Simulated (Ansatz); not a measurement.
# CH₈GeO₂Si: a ladder of functionals and wavefunction methods

One table from this session's results is given with a row withheld; the runs are named, their logs left out.

Computed with Ansatz 0.2.0, Gaussian basis. Level: functionals in def2-TZVPP, the program's frozen cores in correlated methods.

Levels to be run: PBE-D4, r2SCAN-D4, PBE0-D4, B3LYP-D4, ωB97X-V, ωB97M-V, B2PLYP; CCSD(T)/def2-TZVPP; MP2/def2-QZVPP; extrapolation to the limit.

### Structure used throughout

An earlier PBE0-D4 in a triple-zeta def2 set relaxation fixed the geometry.

SMILES `O[SiH](O)[CH2][GeH3]`, 13 atoms, charge 0, spin multiplicity 1.

Atoms are counted from 1 here; the program's logs count them from 0.

Bond lengths: O1–Si2 1.647 Å, O1–H6 0.958 Å, Si2–O3 1.645 Å, Si2–C4 1.850 Å, Si2–H7 1.483 Å, O3–H8 0.958 Å, C4–Ge5 1.963 Å, C4–H9 1.095 Å, C4–H10 1.094 Å, Ge5–H11 1.539 Å, Ge5–H12 1.535 Å, Ge5–H13 1.540 Å. Angles: Si2–O1–H6 117.5°, O1–Si2–O3 112.1°, O1–Si2–C4 104.7°, O1–Si2–H7 111.0°, O3–Si2–C4 113.7°, O3–Si2–H7 103.3°, C4–Si2–H7 112.2°, Si2–O3–H8 117.7°, Si2–C4–Ge5 113.5°, Si2–C4–H9 110.4°, Si2–C4–H10 109.2°, Ge5–C4–H9 107.6°, Ge5–C4–H10 108.5°, H9–C4–H10 107.4°, C4–Ge5–H11 110.1°, C4–Ge5–H12 110.3°, C4–Ge5–H13 109.8°, H11–Ge5–H12 109.2° and more.

The first run:

Contents of in.yaml:

```yaml
crystal:
  periodic: [false, false, false]
  atoms:
    - {symbol: O, position_ang: [0.431102, -1.833880, 0.373891]}
    - {symbol: Si, position_ang: [1.137780, -0.356481, 0.196998]}
    - {symbol: O, position_ang: [2.313782, -0.093849, 1.317168]}
    - {symbol: C, position_ang: [-0.261723, 0.849055, 0.292066]}
    - {symbol: Ge, position_ang: [-1.698246, 0.482477, -0.993892]}
    - {symbol: H, position_ang: [0.992925, -2.605501, 0.290880]}
    - {symbol: H, position_ang: [1.867778, -0.266320, -1.090259]}
    - {symbol: H, position_ang: [2.051010, -0.049504, 2.237794]}
    - {symbol: H, position_ang: [-0.703849, 0.841947, 1.293363]}
    - {symbol: H, position_ang: [0.119176, 1.857865, 0.109409]}
    - {symbol: H, position_ang: [-1.100896, 0.149071, -2.372798]}
    - {symbol: H, position_ang: [-2.552009, -0.699784, -0.514631]}
    - {symbol: H, position_ang: [-2.596831, 1.724916, -1.139978]}
basis:
  gaussian: {orbitals: def2-TZVPP}
hamiltonian: {xc: pbe, dispersion: d4}
output: {forces: true, orbitals: {seedname: orbitals}}
```

Launch:

```
$ ansatz run in.yaml --threads 2 --pin off --events-out ev --progress --plain --max-ram 22528MiB --backend cuda --devices 0, --max-vram 18GiB
```

Steps of the session up to this table: PBE-D4 (GGA); r2SCAN-D4 (meta-GGA); PBE0-D4 (hybrid); B3LYP-D4 (hybrid); ωB97X-V (range-separated); ωB97M-V (range-separated); B2PLYP (double hybrid); CCSD(T) in def2-TZVPP; MP2 in def2-QZVPP.

One of the session's tables, all rows but one given; the rest of the session is left out.

```
            method  atomisation energy (kcal/mol)
            PBE-D4                         1095.7
         r2SCAN-D4                         1094.2
           PBE0-D4                         1081.4
          B3LYP-D4                         1087.2
           ωB97X-V                         1097.4
           ωB97M-V                         1093.7
            B2PLYP                         1079.2
     HF/def2-TZVPP                          797.3
    MP2/def2-TZVPP                              ?
   CCSD/def2-TZVPP                         1058.8
CCSD(T)/def2-TZVPP                         1072.6
           MP2/CBS                         1112.5
       CCSD(T)/CBS                         1100.2
```

**Question.** Estimate the row for MP2/def2-TZVPP.

**Answer.** atomisation energy (kcal/mol): 1085.0. In the column «atomisation energy (kcal/mol)» it lies between PBE0-D4 (1081.4) and B3LYP-D4 (1087.2).

Caveats from the session: Free atoms (2 O, 1 Si, 1 C, 1 Ge, 8 H) were run apart at each level; the atomisation energy is their sum less the molecule, without zero-point or spin-orbit terms.
